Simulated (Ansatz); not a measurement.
# H8N2O2Si2: a ladder of functionals and wavefunction methods

One table from this session's results is given with a row withheld; the runs are named, their logs left out.

Program: Ansatz 0.2.0, Gaussian basis. Level of theory: functionals in def2-TZVPP, the program's frozen cores in correlated methods. These are calculated values, not measurements.

Levels to be run: PBE-D4, r2SCAN-D4, PBE0-D4, B3LYP-D4, ωB97X-V, ωB97M-V, B2PLYP; CCSD(T)/def2-TZVPP; MP2/def2-QZVPP; extrapolation to the limit.

**Structure used throughout**

All runs share one geometry, relaxed beforehand with PBE0-D4 in a triple-zeta def2 set.

14 atoms, charge 0, spin multiplicity 1.

Atoms are counted from 1 here; the program's logs count them from 0.

Bond lengths: N1–Si2 1.730 Å, N1–H7 1.008 Å, N1–H8 1.009 Å, Si2–Si3 2.337 Å, Si2–H9 1.491 Å, Si2–H10 1.497 Å, Si3–N4 1.723 Å, Si3–O5 1.644 Å, Si3–O6 1.650 Å, N4–H11 1.009 Å, N4–H12 1.009 Å, O5–H13 0.960 Å, O6–H14 0.960 Å. Angles: Si2–N1–H7 120.0°, Si2–N1–H8 116.9°, H7–N1–H8 110.6°, N1–Si2–Si3 104.6°, N1–Si2–H9 107.9°, N1–Si2–H10 115.6°, Si3–Si2–H9 111.2°, Si3–Si2–H10 111.5°, H9–Si2–H10 106.0°, Si2–Si3–N4 119.2°, Si2–Si3–O5 107.4°, Si2–Si3–O6 103.0°, N4–Si3–O5 106.3°, N4–Si3–O6 105.9°, O5–Si3–O6 115.5°, Si3–N4–H11 118.2°, Si3–N4–H12 118.5°, H11–N4–H12 109.9° and more.

As a file:

```mol
H8N2O2Si2
  3D, bonds by distance, orders not assigned

 14 13  0  0  0  0  0  0  0  0999 V2000
   -1.4040    0.2306   -1.9047 N   0  0
   -1.4068   -0.6636   -0.4239 Si  0  0
    0.4540    0.1275    0.7477 Si  0  0
    2.0310   -0.3360    0.2322 N   0  0
    0.3083   -0.3833    2.3033 O   0  0
    0.3685    1.7598    0.5242 O   0  0
   -2.0797    0.0199   -2.6223 H   0  0
   -1.2582    1.2264   -1.8358 H   0  0
   -1.2583   -2.1081   -0.7612 H   0  0
   -2.6559   -0.5570    0.3935 H   0  0
    2.3437   -0.0325   -0.6780 H   0  0
    2.3342   -1.2833    0.4012 H   0  0
    1.0739   -0.2697    2.8707 H   0  0
    1.1493    2.2693    0.7530 H   0  0
  1  2  8  0
  2  3  8  0
  3  4  8  0
  3  5  8  0
  3  6  8  0
  1  7  8  0
  1  8  8  0
  2  9  8  0
  2 10  8  0
  4 11  8  0
  4 12  8  0
  5 13  8  0
  6 14  8  0
M  END
```

The first run:

Contents of in.yaml:

```yaml
crystal:
  periodic: [false, false, false]
  atoms:
    - {symbol: N, position_ang: [-1.403968, 0.230596, -1.904654]}
    - {symbol: Si, position_ang: [-1.406760, -0.663619, -0.423936]}
    - {symbol: Si, position_ang: [0.454047, 0.127468, 0.747730]}
    - {symbol: N, position_ang: [2.031047, -0.336022, 0.232153]}
    - {symbol: O, position_ang: [0.308261, -0.383310, 2.303285]}
    - {symbol: O, position_ang: [0.368465, 1.759826, 0.524192]}
    - {symbol: H, position_ang: [-2.079719, 0.019934, -2.622304]}
    - {symbol: H, position_ang: [-1.258205, 1.226416, -1.835797]}
    - {symbol: H, position_ang: [-1.258349, -2.108083, -0.761174]}
    - {symbol: H, position_ang: [-2.655926, -0.556967, 0.393538]}
    - {symbol: H, position_ang: [2.343656, -0.032497, -0.678005]}
    - {symbol: H, position_ang: [2.334171, -1.283303, 0.401208]}
    - {symbol: H, position_ang: [1.073926, -0.269704, 2.870731]}
    - {symbol: H, position_ang: [1.149345, 2.269256, 0.753035]}
basis:
  gaussian: {orbitals: def2-TZVPP}
hamiltonian: {xc: pbe, dispersion: d4}
output: {forces: true, orbitals: {seedname: orbitals}}
```

The run is started by

```sh
> ansatz run in.yaml --threads 2 --pin off --events-out ev --progress --plain --max-ram 22528MiB --backend cuda --devices 0, --max-vram 18GiB
```

Steps of the session up to this table: PBE-D4 (GGA); r2SCAN-D4 (meta-GGA); PBE0-D4 (hybrid); B3LYP-D4 (hybrid); ωB97X-V (range-separated); ωB97M-V (range-separated); B2PLYP (double hybrid); CCSD(T) in def2-TZVPP; MP2 in def2-QZVPP.

One of the session's tables, all rows but one given; the rest of the session is left out.

| method | atomisation energy (kJ/mol) |
| --- | --- |
| PBE-D4 | 5110.3 |
| r2SCAN-D4 | 5034.6 |
| PBE0-D4 | ? |
| B3LYP-D4 | 5055.1 |
| ωB97X-V | 5082.5 |
| ωB97M-V | 5075.0 |
| B2PLYP | 4992.3 |
| HF/def2-TZVPP | 3492.4 |
| MP2/def2-TZVPP | 4982.5 |
| CCSD/def2-TZVPP | 4825.4 |
| CCSD(T)/def2-TZVPP | 4900.7 |
| MP2/CBS | 5158.6 |
| CCSD(T)/CBS | 5076.8 |

Q: Estimate the row for PBE0-D4 from the others.

The run gave: atomisation energy (kJ/mol): 5003.6. In the column «atomisation energy (kJ/mol)» it lies between B2PLYP (4992.3) and r2SCAN-D4 (5034.6).
